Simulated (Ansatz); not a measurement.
This script makes a convergence test of the k-point mesh of LaH3, space group Fm-3m with Ansatz 0.2.0, Python API.

`lah3.cif`
```cif
data_LaH3
_cell_length_a 3.940677
_cell_length_b 3.940677
_cell_length_c 3.940677
_cell_angle_alpha 60.00000
_cell_angle_beta 60.00000
_cell_angle_gamma 60.00000
_symmetry_space_group_name_H-M 'P 1'
_symmetry_Int_Tables_number 1
loop_
_symmetry_equiv_pos_as_xyz
'x, y, z'
loop_
_atom_site_label
_atom_site_type_symbol
_atom_site_fract_x
_atom_site_fract_y
_atom_site_fract_z
La1 La    0.000000    0.000000    0.000000
H2 H    0.500000    0.500000    0.500000
H3 H    0.750000    0.750000    0.750000
H4 H    0.250000    0.250000    0.250000
```

Script `kconv_lah3.py`:
```python
"""Convergence of LaH3 with the k-point mesh."""

import ansatz as az
from ase.io import read

atoms = read("lah3.cif")
cell = az.Crystal.from_ase(atoms)

calc = (
    cell.calculation()
    .functional("r2scan")
    .occupations(az.OccupationsMethod.COLD, width=0.1)
    .stress()
)

rows = []
for value in [(2, 2, 2), (3, 3, 3), (4, 4, 4), (6, 6, 6), (7, 7, 7), (9, 9, 9)]:
    r = calc.kpoints(mesh=value).run().report
    rows.append((value, r["free_energy_ev"] / len(r["lattice"]["sites"]), r["n_iterations"], sum(r["stress_gpa"][i][i] for i in range(3)) / 3, r["n_kpoints"]))

print("        mesh   F/atom (eV)    iterations       P (GPa)      k-points")
for row in rows:
    print(f"{str(row[0]):>12s}  {row[1]:12.5f}  {row[2]:12d}  {row[3]:12.3f}  {row[4]:12d}")

# differences from the last row
for row in rows[:-1]:
    shift = 1000 * (row[1] - rows[-1][1])
    print(f"{row[0]}: {shift:+.2f} meV/atom" + ("  (within 5 meV)" if abs(shift) < 5 else ""))
```

From which mesh on is the energy per atom within 5 meV of the last row, and how does it get there?

From 6×6×6 on it stays within 5 meV an atom of the value at 9×9×9; the first row (2×2×2) is off by 264.3 meV and the last but one by 0.40 meV. The pressure moves from 5.67 to -0.03 GPa.

What the script printed:

```console
$ python kconv_lah3.py
DeckWarning: basis.ecutwfc = 500 eV, auto-derived from the records' recommended cutoffs: set by La (their level for a meta-GGA)
RunWarning: on these k-points the computed levels leave a gap of 0.2098 eV at the electron count, 2.1 widths of the cold smearing (0.1000 eV); against the step filling of these same bands (every [...]
        mesh   F/atom (eV)    iterations       P (GPa)      k-points
   (2, 2, 2)   -1578.54242             9         5.670             3
   (3, 3, 3)   -1578.75574             6         1.526             4
   (4, 4, 4)   -1578.79496             7         0.280             8
   (6, 6, 6)   -1578.80555             6         0.010            16
   (7, 7, 7)   -1578.80631             6        -0.012            20
   (9, 9, 9)   -1578.80671             6        -0.026            35
(2, 2, 2): +264.29 meV/atom
(3, 3, 3): +50.97 meV/atom
(4, 4, 4): +11.75 meV/atom
(6, 6, 6): +1.16 meV/atom  (within 5 meV)
(7, 7, 7): +0.40 meV/atom  (within 5 meV)
```
(Warnings from the package without file and line, shortened.)

Cold and Methfessel-Paxton smearing aren't meant for a gap as narrow as their width. Pressure is positive in compression. The structure comes from a database of computed cells and needn't be a stable or known phase. Shifts are counted from the finest mesh, which is itself no proven limit. The whole script took 11 s on 1 thread of Arm Neoverse V1, on a shared host, peak memory 0.55 GiB.
